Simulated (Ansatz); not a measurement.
# Si7P: the cost of one run

Program: Ansatz 0.2.0. Level of theory: DFT PBE, scalar-relativistic, plane waves, PAW, unless a step names another level. These are calculated values, not measurements.

9 further runs of the same task are left out: 1 that didn't finish, 8 set aside as unsound or not needed.

### 1 Plan

Pauling electronegativities: Si 1.90, P 2.19 (spread 0.29). No set of common oxidation states balances it. Tabulated atomic sizes suggest about 15 Å³/atom. 34 candidates were drawn, by swapping species into database cells of other compounds, at random by space group and Wyckoff sites, or by hand, as the table says:

| name | made from | space group no. | Wyckoff sites | atoms (primitive cell) | V (Å³/atom) |
| --- | --- | --- | --- | --- | --- |
| c01 | random | 187 | Si 3k, 2i, 1a, 1e; P 1b | 8 | 17.5 |
| c02 | random | 119 | Si 2d, 2b, 8g, 2a; P 2c | 8 | 17.9 |
| c03 | random | 6 | Si 2c, 2c, 1a, 1b, 1a; P 1b | 8 | 17.9 |
| c04 | built by hand: lonsdaleite superstructure with broken P-P pairs | 187 | Si 6n, 2i, 6n; P 2g | 16 | 20.0 |
| c05 | built by hand: diamond superstructure with broken P-P pairs | 166 | Si 6c, 18h, 18h; P 6c | 16 | 20.0 |
| c06 | random | 139 | Si 2a, 8f, 4e; P 2b | 8 | 18.0 |
| c07 | database cell of Mg7Ga | 187 | Si 3j, 3k, 1f; P 1a | 8 | 19.6 |
| c08 | database cell of Mg7Cu | 187 | Si 3j, 3k, 1b; P 1e | 8 | 20.0 |
| c09 | random | 221 | Si 6e, 1a; P 1b | 8 | 16.6 |
| c10 | random | 166 | Si 18h, 3a; P 3b | 8 | 16.9 |
| c11 | random | 107 | Si 8d, 2a, 4b; P 2a | 8 | 17.7 |
| c12 | database cell of Zn7Tc | 225 | Si 24d, 4b; P 4a | 8 | 14.7 |
| c13 | random | 115 | Si 4i, 2g, 1c; P 1a | 8 | 19.4 |
| c14 | random | 221 | Si 6e, 1b; P 1a | 8 | 16.2 |
| c15 | random | 139 | Si 2b, 4c, 4d, 4e; P 2a | 8 | 19.0 |
| c16 | random | 191 | Si 6m, 1b; P 1a | 8 | 15.8 |
| c17 | database cell of CuPt7 | 225 | Si 4a, 24d; P 4b | 8 | 15.0 |
| c18 | random | 221 | Si 6f, 1a; P 1b | 8 | 16.3 |
| c19 | built by hand: P-terminated Si(111) slabs | 164 | Si 2c, 2c, 2d, 2d, 2d, 2c, 2d; P 2d | 16 | 20.2 |
| c20 | built by hand: ordered substituted diamond | 215 | Si 3c, 4e; P 1a | 8 | 19.9 |
| c21 | random | 2 | Si 1c, 1g, 1b, 1a, 1e, 1d, 1h; P 1f | 8 | 19.0 |
| c22 | random | 164 | Si 2d, 2c, 3e; P 1a | 8 | 18.5 |
| c23 | random | 229 | Si 6b, 8c; P 2a | 8 | 17.2 |
| c24 | random | 35 | Si 4c, 4d, 2b, 4c; P 2b | 8 | 18.7 |
| c25 | database cell of Mg7Zn | 187 | Si 3k, 3j, 1e; P 1b | 8 | 19.9 |
| c26 | random | 81 | Si 1c, 4h, 2g; P 1d | 8 | 18.4 |
| c27 | database cell of Si7Ge | 215 | Si 4e, 3c; P 1a | 8 | 20.5 |
| c28 | random | 123 | Si 4l, 2f, 1c; P 1d | 8 | 17.4 |
| c29 | random | 12 | Si 8j, 4e, 2b; P 2d | 8 | 16.2 |
| c30 | random | 71 | Si 8k, 4i, 2a; P 2b | 8 | 17.5 |
| c31 | built by hand: Ca7Ge | 225 | Si 24d, 4b; P 4a | 8 | 15.0 |
| c32 | random | 65 | Si 2d, 4i, 8p; P 2c | 8 | 16.1 |
| c33 | random | 166 | Si 9d, 3a, 9e; P 3b | 8 | 19.5 |
| c34 | random | 123 | Si 4i, 2g, 1b; P 1c | 8 | 18.0 |

### 2 Screening run of c05

input.yaml reads:

```yaml
crystal:
  lattice:
    - [3.84, 2.21702503, 6.27]
    - [-3.84, 2.21702503, 6.27]
    - [0.0, -4.43405007, 6.27]
  atoms:
    - { symbol: Si, position: [0.4375, 0.4375, 0.4375] }
    - { symbol: Si, position: [0.5625, 0.5625, 0.5625] }
    - { symbol: Si, position: [0.4375, 0.937501, 0.4375] }
    - { symbol: Si, position: [0.5625, 0.062499, 0.5625] }
    - { symbol: Si, position: [0.4375, 0.4375, 0.937501] }
    - { symbol: Si, position: [0.5625, 0.5625, 0.062499] }
    - { symbol: Si, position: [0.0625, 0.0625, 0.562501] }
    - { symbol: Si, position: [0.562501, 0.0625, 0.0625] }
    - { symbol: Si, position: [0.0625, 0.562501, 0.0625] }
    - { symbol: Si, position: [0.9375, 0.9375, 0.437499] }
    - { symbol: Si, position: [0.437499, 0.9375, 0.9375] }
    - { symbol: Si, position: [0.9375, 0.437499, 0.9375] }
    - { symbol: Si, position: [0.062499, 0.5625, 0.5625] }
    - { symbol: Si, position: [0.937501, 0.4375, 0.4375] }
    - { symbol: P, position: [0.92, 0.92, 0.92] }
    - { symbol: P, position: [0.08, 0.08, 0.08] }
basis:
  ecutwfc: 420
kpoints:
  mp_grid: { grid: [3, 3, 3] }
hamiltonian:
  xc: pbe
scf:
  occupations: { method: gaussian, width: 0.2 }
  lower_state_search: "off"
output:
  forces: true
  stress: true
  eigenvalues: true
relax:
  adjacent_minimum: "off"
  f_tol: 0.08
  max_steps: 16
  cell: { stress_tol: 0.8 }
```

The run is started by

```console
$ ansatz run input.yaml --threads 1 --pin off --max-ram 2560MiB --backend cpu --events-out ev --progress --plain --runs-dir out
```

What time and memory should one allow on 1 thread of Intel Xeon Platinum 8488C (Sapphire Rapids), shared host?

About 30 s, with a peak of 0.61 GiB.
